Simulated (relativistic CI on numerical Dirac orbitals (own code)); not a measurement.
# Os: one ion under different settings

Aim: see what numerical and physical settings do to the SCF, the total energy and the lowest levels of Os.

Method: Dirac-Coulomb-Breit CI, KLI orbitals optimised for each configuration, model QED (radiative potential, 1s self-energy scaled to tabulated hydrogen-like ionisation energies), numerical settings as typed. Code: relativistic CI on numerical Dirac orbitals (own code) version 3.

**1. Starting point**

```
ion            : Os (Os I)
nuclear charge : 76
electrons      : 76
isotope        : A = 192
```

**2. Usual settings**

The run's settings:

```ini
atom Os  Z=76  charge=0  electrons=76
nucleus A=192  rms_radius_fm=5.4126
hamiltonian dirac-coulomb  breit=on  qed=on  c_scale=1
orbitals kli  potential=per-configuration
slater_scale 1
correlation none
mixing on
grid step=0.0125 r_max=259.4
scf mixing=0.4 start=green max_iterations=150 tolerance=2e-08 node_fill=0.05
configurations
  [Xe] 4f14 5d6 6s2
  [Xe] 4f14 5d7 6s
end
```

The run is started by

```
> python run_levels.py task.json out
```

The settings of every run stand in task.json; they run in order.

**3. Start potential previous, potential mixing 0.7**

The settings differ from step 2 so:

```diff
@@ -8,3 +8,3 @@
 grid step=0.0125 r_max=259.4
-scf mixing=0.4 start=green max_iterations=150 tolerance=2e-08 node_fill=0.05
+scf mixing=0.7 start=previous max_iterations=150 tolerance=2e-08 node_fill=0.05
 configurations
```

**4. QED terms off, potential mixing 0.7, start potential bare**

The run's settings:

```ini
atom Os  Z=76  charge=0  electrons=76
nucleus A=192  rms_radius_fm=5.4126
hamiltonian dirac-coulomb  breit=on  qed=off  c_scale=1
orbitals kli  potential=per-configuration
slater_scale 1
correlation none
mixing on
grid step=0.0125 r_max=259.4
scf mixing=0.7 start=bare max_iterations=150 tolerance=2e-08 node_fill=0.05
configurations
  [Xe] 4f14 5d6 6s2
  [Xe] 4f14 5d7 6s
end
```

**5. Node fill 0.01**

The run's settings:

```ini
atom Os  Z=76  charge=0  electrons=76
nucleus A=192  rms_radius_fm=5.4126
hamiltonian dirac-coulomb  breit=on  qed=on  c_scale=1
orbitals kli  potential=per-configuration
slater_scale 1
correlation none
mixing on
grid step=0.0125 r_max=259.4
scf mixing=0.4 start=green max_iterations=150 tolerance=2e-08 node_fill=0.01
configurations
  [Xe] 4f14 5d6 6s2
  [Xe] 4f14 5d7 6s
end
```

**6. Grid step 0.008**

The settings differ from step 5 so:

```diff
@@ -7,4 +7,4 @@
 mixing on
-grid step=0.0125 r_max=259.4
-scf mixing=0.4 start=green max_iterations=150 tolerance=2e-08 node_fill=0.01
+grid step=0.008 r_max=259.4
+scf mixing=0.4 start=green max_iterations=150 tolerance=2e-08 node_fill=0.05
 configurations
```

**7. Potential mixing 2.5**

The settings differ from step 6 so:

```diff
@@ -7,4 +7,4 @@
 mixing on
-grid step=0.008 r_max=259.4
-scf mixing=0.4 start=green max_iterations=150 tolerance=2e-08 node_fill=0.05
+grid step=0.0125 r_max=259.4
+scf mixing=2.5 start=green max_iterations=87 tolerance=2e-08 node_fill=0.05
 configurations
```

(Steps that only read results are left out.)

Before running it: what results should come out? Wanted: lowest level, usual settings; total energy; first excitation.

**Answer**, as computed:

| setting | total energy less usual (Ha) | largest shift of a level among the lowest eight of both runs, same label and place (cm⁻¹) | SCF iterations | time | lowest level | kind of change |
| --- | --- | --- | --- | --- | --- | --- |
| usual | 0 | 0 | 35 | 0.3 s | 5d6 6s2 5D4 | - |
| start potential previous, potential mixing 0.7 | 0 | 0 | 28 | 0.27 s | 5d6 6s2 5D4 | numerical |
| QED terms off, potential mixing 0.7, start potential bare | -12.9 | 190 | 53 | 0.42 s | 5d6 6s2 5D4 | model term |
| node fill 0.01 | 0.00585 | 103 | 34 | 0.3 s | 5d6 6s2 5D4 | numerical |
| grid step 0.008 | -0.000136 | 0 | 27 | 0.41 s | 5d6 6s2 5D4 | numerical |
| potential mixing 2.5 | 0 | 0 | 109 | 0.69 s | 5d6 6s2 5D4 | extreme, harmless here |

| quantity | value |
| --- | --- |
| lowest level, usual settings | 5d6 6s2 5D4 |
| total energy | -17239.3708 Ha |
| first excitation | 2206.3 cm⁻¹ |

Among the runs whose levels can be followed, they move most under «QED terms off, potential mixing 0.7, start potential bare» (model term), by up to 190 cm⁻¹. No visible change in the result comes from «start potential previous, potential mixing 0.7» or «potential mixing 2.5». «Potential mixing 2.5» costs 109 SCF iterations against 35. Only the listed configurations are in the model. In a near-neutral ion this small CI can misplace whole configurations by 10,000 cm⁻¹ or more, above all where the count of f electrons changes.
